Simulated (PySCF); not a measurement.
# C3H7AlN2: the cost of one run

Programs: PySCF 2.14.0, with density-fitted response routines of our own. Each step states its level of theory. These are calculated values for one molecule in the gas phase, unless marked as measured. Atoms count from 0, in the outputs and in this text.

## 1. The starting structure

13 atoms, charge 0, multiplicity 1; geometry from: GFN2-xTB. The atoms were then displaced at random by about 0.01 Å, so the start is not that level's minimum.

Bonds of the start (Å): C0–N1 1.21, N1–Al2 1.78, Al2–N3 2.05, N3–C4 1.11, C4–C5 1.43, C0–H6 1.11, C0–H7 1.11, Al2–H8 1.52, Al2–H9 1.59, C5–H10 1.08, C5–H11 1.09, C5–H12 1.07.

## 2. Optimising the geometry at PBE0-D3(BJ)/def2-SVP

The job: settings as JSON, then the geometry in Å.

```
{"job": {"xc": "PBE0", "basis": "def2-SVP", "d3": "d3bj", "grid": 1, "shake": 0.01, "kind": "geom"}, "charge": 0, "multiplicity": 1}
C     -2.881600     0.410570    -0.400250
N     -1.955120    -0.355710    -0.548410
Al    -0.762490    -1.662420    -0.760490
N      0.885800    -0.449410    -0.803460
C      1.592360     0.226840    -0.269900
C      2.525300     1.093130     0.391690
H     -3.046470     1.021120     0.512220
H     -3.637820     0.619590    -1.190070
H     -0.669490    -2.439570    -2.066310
H     -0.311990    -2.406210     0.564830
H      3.025370     1.713960    -0.330530
H      2.005080     1.718410     1.115930
H      3.236870     0.492820     0.913180
```

Launch:

```console
OMP_NUM_THREADS=1 python probes_run.py task.json out
```

One launch serves the whole session: the jobs run in the order shown.

**Question.** How long does this first job take on 1 thread of Arm Neoverse V2, shared host, and how much memory does it need?

About 76 s, with a peak of 0.52 GiB.
